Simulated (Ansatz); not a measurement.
Write a Python script for the Ansatz DFT code, driven from Python that makes a projected density of states of Ga2O3, space group Cmcm. Settings: PBEsol, PAW, the default cutoff (420 eV here), 8×8×4 k-points, fixed occupations.

```
Ga O
1.0
     1.41020   -4.69720    0.00000
     1.41020    4.69720    0.00000
     0.00000    0.00000    7.28403
Ga O
4 6
Direct
  0.24802 0.75198 0.75000
  0.75198 0.24802 0.25000
  0.00000 0.00000 0.00000
  0.00000 0.00000 0.50000
  0.36312 0.63687 0.42523
  0.63687 0.36312 0.57477
  0.63687 0.36312 0.92523
  0.36312 0.63687 0.07477
  0.10703 0.89297 0.25000
  0.89297 0.10703 0.75000
```

`pdos_ga2o3.py`:
```python
"""Projected density of states of Ga2O3."""

import warnings

import ansatz as az
import numpy as np


def main() -> None:
    warnings.simplefilter("ignore", az.DeckWarning)

    lattice = az.Lattice.of(
        (1.410195, -4.697196, 0.0),
        (1.410195, 4.697196, 0.0),
        (0.0, 0.0, 7.284028),
    )
    sites = [
        ("Ga", (0.248024, 0.751976, 0.75)),
        ("Ga", (0.751976, 0.248024, 0.25)),
        ("Ga", (0.0, 0.0, 0.0)),
        ("Ga", (0.0, 0.0, 0.5)),
        ("O", (0.363125, 0.636875, 0.425233)),
        ("O", (0.636875, 0.363125, 0.574767)),
        ("O", (0.636875, 0.363125, 0.925233)),
        ("O", (0.363125, 0.636875, 0.074767)),
        ("O", (0.107034, 0.892966, 0.25)),
        ("O", (0.892966, 0.107034, 0.75)),
    ]
    system = az.Crystal(lattice=lattice)
    for symbol, position in sites:
        system = system.atom(symbol, position)

    job = (
        system.calculation()
        .functional("pbesol")
        .kpoints(8, 8, 4)
        .occupations(az.OccupationsMethod.FIXED)
        .scf(extra_bands=26)
        .density_of_states(projected=True, energy_step=0.05)
    )
    with warnings.catch_warnings(record=True) as caught:
        warnings.simplefilter("always")
        result = job.run(threads=1)
    print("warnings raised:", sorted(w.category.__name__ for w in caught) or "none")
    r = result.report

    dos = result.density_of_states()
    energy = np.asarray(dos.energies_ev) - dos.fermi_ev
    curves = {}
    for site in result.projected_density_of_states().sites:
        for shell in site.shells:
            weight = sum(np.sum(curve.g_bin_mean_per_ev, axis=0) for curve in shell.curves)
            name = f"{site.species} {shell.label}"
            curves[name] = curves.get(name, 0) + weight

    print("E-EF   " + " ".join(f"{name:>8s}" for name in curves))
    for e in np.arange(-8, 4 + 0.1, 1.0):
        print(f"{e:5.1f}  " + " ".join(f"{np.interp(e, energy, g):8.3f}" for g in curves.values()))


if __name__ == "__main__":
    main()
```

Running `python pdos_ga2o3.py` prints:
```text
warnings raised: ['DeckWarning']
E-EF      Ga 4S    Ga 4P    Ga 3D     O 2S     O 2P
 -8.0     0.000    0.000    0.000    0.000    0.000
 -7.0     0.975    0.169    0.073    0.085    1.802
 -6.0     0.729    0.354    0.057    0.214    2.127
 -5.0     0.338    0.720    0.063    0.155    2.920
 -4.0     0.134    0.581    0.049    0.155    2.677
 -3.0     0.107    0.838    0.070    0.129    5.234
 -2.0     0.058    0.363    0.089    0.063    5.471
 -1.0     0.021    0.098    0.172    0.027    8.037
  0.0     0.000    0.001    0.000    0.000    0.084
  1.0     0.000    0.000    0.000    0.000    0.000
  2.0     0.030    0.004    0.000    0.020    0.017
  3.0     0.316    0.047    0.001    0.071    0.140
  4.0     1.301    0.245    0.004    0.236    0.818
```

What to keep in mind:
- Semilocal gaps usually lie well under measured ones.
- The Fermi level of a run with fixed occupations marks the highest occupied state on its mesh, not mid-gap.
- The crystal has a gap of about 1.14 eV on the mesh; bins of finite width blur the band edges.
- This cell is a computed structure, which may not be the phase found in nature.
- Curves are summed over the cell's atoms. Only shells that the potentials hold have channels, so projections don't add up to the total, least of all where a shell is missing (p of most metals); heights and places of peaks move with the mesh.
- The density of states is complete only as far up as bands were computed.
- The whole script took 22 s on 1 thread of Intel(R) Xeon(R) Processor @ 2.30GHz, on a shared host, peak memory 0.75 GiB.
